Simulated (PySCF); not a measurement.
# Cl6Nb ([NbCl6]-): the cost of one run

Computed with PySCF 2.14.0 and routines of our own; the level stands in each step. Atoms count from 0.

3 further runs of the same task are left out: 3 for a basis unfit for spin-orbit shieldings.

## 1. The starting structure

7 atoms, charge -1, multiplicity 1; geometry from: GFN2-xTB.

## 2. NMR shieldings: PBE/x2c-SVPall-2c Nb:us-x2c-SVPall-2c, spin-free

Job settings and geometry (Å):

```
{"job": {"xc": "PBE", "basis": {"default": "x2c-SVPall-2c", "Nb": "us-x2c-SVPall-2c"}, "rel": "sf", "kind": "hnmr"}, "charge": -1, "multiplicity": 1}
Nb    -0.000160    -0.000060    -0.000190
Cl    -0.016010    -0.008670     2.377290
Cl     0.016150     0.008820    -2.377170
Cl     2.377240     0.004400     0.015940
Cl    -2.377310    -0.004270    -0.015910
Cl    -0.004170     2.377290     0.008830
Cl     0.004260    -2.377510    -0.008780
```

Level: PBE/x2c-SVPall-2c Nb:us-x2c-SVPall-2c GIAO NMR shielding, spin-free X2C, Gaussian nuclei, gas phase.

The run is started by

```console
$ OMP_NUM_THREADS=1 python heavy_run.py task.json out
```

The driver reads the jobs from task.json and runs them one after another.

**Question.** How long does this first job take on 1 thread of Arm Neoverse V2, shared host, and how much memory does it need?

About 34 s, with a peak of 1.1 GiB.
